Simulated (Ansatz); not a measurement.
The system is EuMg2Fe.

```
CELL_PARAMETERS angstrom
4.84177 0.00000 0.00000
-2.42088 4.19309 0.00000
0.00000 0.00000 5.13784
ATOMIC_POSITIONS crystal
Eu 0.00000 0.00000 0.50000
Fe 0.00000 0.00000 0.00000
Mg 0.33333 0.66667 0.02156
Mg 0.66667 0.33333 0.97844
```

The cell comes from a database or a generator and needn't be the stable form of this composition.

Base run:

| Quantity | Value |
| --- | --- |
| Program | Ansatz 0.2.0 |
| Functional | PBE |
| Potentials or basis | Ansatz PAW |
| Cutoff | 420 eV (not typed: the program's choice for these potentials) |
| k mesh | 6 × 6 × 5 |
| Occupations | gaussian, width 0.02 eV |
| Spin | collinear spin, ferromagnetic start |
| Starting moments | [7.0, 3.0, 0.0, 0.0] μB |

Its results: band gap on the k mesh none (metal or under the smearing width); pressure -0.2 GPa; net moment 5.25 μB per cell; site moments Eu +6.57; Fe -2.01; Mg +0.03 μB; largest force 0.053 eV/Å.

Problem. The run is repeated on the same cell with these changes: functional from PBE to PBEsol; occupations from gaussian, width 0.02 eV to gaussian, width 0.05 eV. What comes out?

Solution. Band gap on the k mesh none (metal or under the smearing width); pressure -2.0 GPa; net moment 5.16 μB per cell; site moments Eu +6.56; Fe -2.02; Mg +0.03 μB; largest force 0.044 eV/Å.

Caveats: spin-orbit coupling is left out, which moves the levels of the heavy elements; without U or exact exchange the open f shell lies at the Fermi level, which spoils levels, moments and volumes; the starting moments weren't kept; the PAW data sets come from PBE, with cores solved anew for the run's functional, which leaves a small shift of forces and pressure (some runs).
